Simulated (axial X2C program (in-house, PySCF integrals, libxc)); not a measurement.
# TcBr: Ω levels from open-shell CI on d6 s0 p(π)0

Which Ω levels does TcBr have in the configuration d6 s0 p(π)0, and how far apart?

Program: an in-house X2C program for linear molecules on PySCF integrals. Level of theory: two-component X2C, average-of-configuration Hartree–Fock and CI in the open shells. These are calculated values, not measurements.

All values are calculated.

## 1. The job

File task.json:

```json
{
 "zs": [
  43,
  35
 ],
 "q": 0,
 "bas": [
  "dyall-v3z",
  "dyall-v3z"
 ],
 "r0": 2.42,
 "metal": 0,
 "shells": [
  [
   2,
   [
    0,
    1,
    2
   ],
   6
  ],
  [
   0,
   [
    0
   ],
   0
  ],
  [
   1,
   [
    1
   ],
   0
  ]
 ],
 "fix": 0,
 "emax": 3.2,
 "nroots": 4
}
```

Keys: zs atomic numbers; q charge; bas basis sets; r0 starting distance in Å; metal index of the metal atom; shells open shells as [l, |m| values, electrons]; fix electron count of the first shell held; emax energy window in eV; nroots roots for each Ω.

On the command line:

```console
> python soci.py task.json out
```

Two-component X2C with atomic mean-field Coulomb and Gaunt terms, basis Tc dyall-v3z, Br dyall-v3z (cores contracted in-house). Orbitals come from Hartree–Fock averaged over the configuration Tc d6 s0 p(π)0; CI then distributes these electrons over the d, s, p(π) shells of Tc.

## 2. CI at R = 2.528 Å

Output:

```text
average of configuration d6 s0 p(π)0
basis functions 199  fitting functions 1156
iter      average energy  largest gradient
   1      -6884.080486509   6.11e+00
   2      -6884.914839782   1.53e-01
   3      -6884.921625491   3.78e-02
   4      -6884.921865320   1.30e-02
   5      -6884.921937549   1.68e-03
   6      -6884.921941573   9.49e-04
   7      -6884.921943722   7.70e-04
   8      -6884.921944597   2.99e-04
   9      -6884.921944684   1.86e-04
  10      -6884.921944700   1.45e-05
converged
CI levels
2*Omega        energy/Eh    cm-1   g(par)  dipole/D  leading shell counts
    8     -6885.02220102        0  11.994   -6.880  {'6 0 0': 0.999}
    6     -6885.02217466        6   8.934   -6.849  {'6 0 0': 0.999}
    4     -6885.02205456       32   5.988   -6.893  {'6 0 0': 0.999}
    2     -6885.02195540       54   3.036   -6.952  {'6 0 0': 0.998}
    0     -6885.02192045       62   0.000   -6.977  {'6 0 0': 0.998}
    4     -6885.01921200      656   6.210   -6.983  {'6 0 0': 0.999}
    2     -6885.01895313      713   2.399   -6.908  {'6 0 0': 0.999}
    6     -6885.01890513      723   9.063   -6.837  {'6 0 0': 0.999}
    0     -6885.01871312      766   0.000   -6.839  {'6 0 0': 0.999}
    0     -6885.01718135     1102   0.000   -6.917  {'6 0 0': 0.999}
    4     -6885.01695851     1151   5.804   -6.882  {'6 0 0': 0.999}
    2     -6885.01673842     1199   3.558   -6.848  {'6 0 0': 0.999}
    2     -6885.01567536     1432   3.009   -6.883  {'6 0 0': 0.999}
    0     -6885.01559064     1451   0.000   -6.862  {'6 0 0': 0.999}
    0     -6885.01503214     1573   0.000   -6.876  {'6 0 0': 0.999}
    8     -6884.96394763    12785   9.936   -6.673  {'6 0 0': 0.999}
    0     -6884.96382852    12811   0.000   -6.837  {'6 0 0': 0.999}
    6     -6884.96210870    13189   7.975   -6.865  {'6 0 0': 0.999}
    4     -6884.96123633    13380   5.653   -6.807  {'6 0 0': 0.999}
    6     -6884.96064141    13511   6.024   -6.692  {'6 0 0': 0.999}
    0     -6884.95996060    13660   0.000   -6.858  {'6 0 0': 0.999}
    0     -6884.95919288    13829   0.000   -6.794  {'6 0 0': 0.999}
    8     -6884.95460550    14836   9.337   -6.990  {'6 0 0': 0.999}
   10     -6884.95403521    14961  11.928   -6.885  {'6 0 0': 0.999}
   10     -6884.95086808    15656  10.649   -6.905  {'6 0 0': 1.0}
   12     -6884.95086014    15658  13.976   -6.821  {'6 0 0': 1.0}
    8     -6884.95064113    15706   8.110   -7.013  {'6 0 0': 0.999}
   10     -6884.94387257    17191  11.407   -6.938  {'6 0 0': 0.999}
   10     -6884.92381513    21593  10.026   -6.822  {'6 0 0': 1.0}
   12     -6884.92204681    21981  12.029   -7.035  {'6 0 0': 1.0}
```

Dipoles in the output refer to the first atom as origin.

Wall time 2.2 s (1 thread of Arm Neoverse V1, shared host); peak memory 0.37 GiB.

Active spinors (ω > 0; filled shells left out):

| shell | ω | ε (eV) | character |
| --- | --- | --- | --- |
| d | 3/2 | -4.83 | 100% Tc d |
| d | 1/2 | -4.66 | 95% Tc d |
| d | 5/2 | -4.62 | 100% Tc d |
| d | 3/2 | -4.49 | 96% Tc d |
| d | 1/2 | -4.31 | 84% Tc d, 12% Tc s |
| s | 1/2 | 2.72 | 76% Tc s, 20% Tc p |
| p(π) | 1/2 | 1.00 | 97% Tc p |
| p(π) | 3/2 | 1.02 | 97% Tc p |

The levels:

| Ω | energy (cm⁻¹) | g∥ | μ (D) | configuration |
| --- | --- | --- | --- | --- |
| 4 | 0 | 11.99 | -6.88 | 100% d6 |
| 3 | 6 | 8.93 | -6.85 | 100% d6 |
| 2 | 32 | 5.99 | -6.89 | 100% d6 |
| 1 | 54 | 3.04 | -6.95 | 100% d6 |
| 0 | 62 | 0.00 | -6.98 | 100% d6 |
| 2 | 656 | 6.21 | -6.98 | 100% d6 |
| 1 | 713 | 2.40 | -6.91 | 100% d6 |
| 3 | 723 | 9.06 | -6.84 | 100% d6 |
| 0 | 766 | 0.00 | -6.84 | 100% d6 |
| 0 | 1102 | 0.00 | -6.92 | 100% d6 |
| 2 | 1151 | 5.80 | -6.88 | 100% d6 |
| 1 | 1199 | 3.56 | -6.85 | 100% d6 |
| 1 | 1432 | 3.01 | -6.88 | 100% d6 |
| 0 | 1451 | 0.00 | -6.86 | 100% d6 |
| 0 | 1573 | 0.00 | -6.88 | 100% d6 |
| 4 | 12785 | 9.94 | -6.67 | 100% d6 |
| 0 | 12811 | 0.00 | -6.84 | 100% d6 |
| 3 | 13189 | 7.97 | -6.86 | 100% d6 |
| 2 | 13380 | 5.65 | -6.81 | 100% d6 |
| 3 | 13511 | 6.02 | -6.69 | 100% d6 |

g∥ is the magnitude of 2⟨Lz + ge Sz⟩ for the +Ω component. μ is positive if the Br end is positive.

## 3. The same at R = 2.983 Å

| Ω | energy (cm⁻¹) | g∥ | μ (D) | configuration |
| --- | --- | --- | --- | --- |
| 4 | 0 | 12.00 | -9.33 | 99% d6 |
| 3 | 151 | 8.47 | -9.31 | 99% d6 |
| 2 | 323 | 5.00 | -9.30 | 99% d6 |
| 1 | 500 | 1.84 | -9.30 | 100% d6 |
| 0 | 604 | 0.00 | -9.30 | 100% d6 |
| 3 | 973 | 9.53 | -9.24 | 99% d6 |
| 0 | 994 | 0.00 | -9.29 | 99% d6 |
| 2 | 1042 | 5.67 | -9.31 | 99% d6 |
| 1 | 1050 | 2.57 | -9.32 | 99% d6 |
| 0 | 1306 | 0.00 | -9.33 | 99% d6 |

## 4. Summary of results

| quantity | value |
| --- | --- |
| lowest level of the model | Ω = 4, g∥ = 11.99, 100% d6 |
| next level | Ω = 3, 6 cm⁻¹ higher |

What this shows: In the lowest level ⟨Sz⟩ = 1.99 and ⟨Lz⟩ = 2.01; its leading determinant has weight 0.75 among 419. From 2.528 to 2.983 Å the gap from the lowest to the fifth level goes from 62 to 604 cm⁻¹. Dynamic correlation is missing, so gaps between terms are too wide and other configurations may lie lower; the lowest level listed is that of this model, not necessarily the ground state. For d shells the ligand-field splittings (σ, π, δ) and their order can be off by a thousand cm⁻¹ or more. At most 4 roots were kept for each Ω > 0 (twice that for Ω = 0) within 3.2 eV of the lowest, so higher up levels can be missing between those listed; levels with Ω > 0 are doubly degenerate and listed once, Ω = 0 levels singly. Some active spinors are only partly of the character that their shell is named for, so the shell names and counts are nominal. States that fill the shells left empty in the average are placed too high.
